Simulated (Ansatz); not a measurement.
# SnSe2: an axial (c/a) deformation path

The task here is to estimate one member of a computed series from the others.

The COD entry's cell or inner coordinates are ideal or old and differ from later refinements, so a difference from it is no clean test against experiment.

Computed with Ansatz 0.2.0 (DFT r2SCAN, scalar-relativistic, plane waves, PAW, unless a step's input says otherwise).

## The starting structure

It takes space group P-3m1 (No. 164, trigonal). The conventional cell has a = 3.811 Å, b = 3.811 Å, c = 6.137 Å, α = 90.00°, β = 90.00°, γ = 120.00°. Around Sn (site symmetry -3m) lie 6 Se at 2.68 Å. Se (site symmetry 3m) is surrounded by 3 Sn at 2.68 Å.

As a file:

```cif
data_structure
_symmetry_space_group_name_H-M 'P-3m1'
_symmetry_Int_Tables_number 164
_cell_length_a 3.8110
_cell_length_b 3.8110
_cell_length_c 6.1370
_cell_angle_alpha 90.000
_cell_angle_beta 90.000
_cell_angle_gamma 120.000
_cell_volume 77.19
loop_
_atom_site_label
_atom_site_type_symbol
_atom_site_symmetry_multiplicity
_atom_site_Wyckoff_symbol
_atom_site_fract_x
_atom_site_fract_y
_atom_site_fract_z
_atom_site_occupancy
Sn1 Sn 1 a 0.00000 0.00000 0.00000 1
Se1 Se 2 d 0.33333 0.66667 0.25000 1
```

No relaxation comes first: the listed cell is the starting point.

Set-up of the first run:

The input, input.yaml:

```yaml
crystal:
  lattice:
    - [3.8109987816, 0.0, 0.0]
    - [-1.9054993908, 3.3004217586, 0.0]
    - [0.0, 0.0, 6.137]
  atoms:
    - { symbol: Sn, position: [0.0, 0.0, 0.0] }
    - { symbol: Se, position: [0.3333333333, 0.6666666667, 0.25] }
    - { symbol: Se, position: [0.6666666667, 0.3333333333, 0.75] }
basis:
  ecutwfc: 500
kpoints:
  mp_grid: { grid: [12, 12, 6] }
hamiltonian:
  xc: r2scan
scf:
  occupations: { method: gaussian, width: 0.05 }
output:
  forces: true
  stress: true
  eigenvalues: true
  write_density: true
  write_potential: true
  elf: true
  volumetric_format: npy
```

Launch:

```bash
$ ansatz run input.yaml --threads 1 --pin off --max-ram 2560MiB --backend cpu --events-out ev --progress --plain --runs-dir out
```

Among the steps run: The reference: the undisturbed cell on the scan's mesh; At ρ = 0.850; Point ρ = 1.200; Point ρ = 0.920; At ρ = 1.100; Point ρ = 0.960; Point ρ = 1.050; At ρ = 0.800; Point ρ = 1.300.

One table of the session follows, with a row left open; its other results are not shown here.

The scan, with free energies counted from the undisturbed cell:

| ρ | ΔE (meV/atom) | pressure (GPa) | gap on the mesh (eV) |
| --- | --- | --- | --- |
| 0.800 | 143.5 | 2.2 | 0.16 |
| 0.850 | 91.0 | 2.6 | 0.07 |
| 0.920 | 32.7 | 3.0 | 0.53 |
| 0.960 | 11.2 | 3.2 | 0.80 |
| 1.000 | 0.0 | 3.3 | 1.01 |
| 1.050 | 2.1 | 3.4 | 0.95 |
| 1.100 | ? | ? | ? |
| 1.200 | 124.1 | 4.0 | 0.11 |
| 1.300 | 295.2 | 4.7 | 0.00 |

Q: Estimate the row for ρ = 1.100 from the others.

Worked estimate for «ΔE (meV/atom)». A straight line through the neighbours (1.050, 2.1) and (1.200, 124.1) gives 2.1 + (124.1 − 2.1) × (1.100 − 1.050) / (1.200 − 1.050) = 42.8; a parabola fitted to 4 rows on both sides gives 24.9.

The run gave: ΔE (meV/atom): 23.3; pressure (GPa): 3.6; gap on the mesh (eV): 0.68. In «ΔE (meV/atom)» the line misses by +19.5 and the parabola by +1.6.

Where the gap reads zero, the mesh chosen for the insulator is on the coarse side.

To keep in mind: Layers here are held mostly by dispersion, which this level lacks, so their spacing and the stiffness across them are unreliable there.
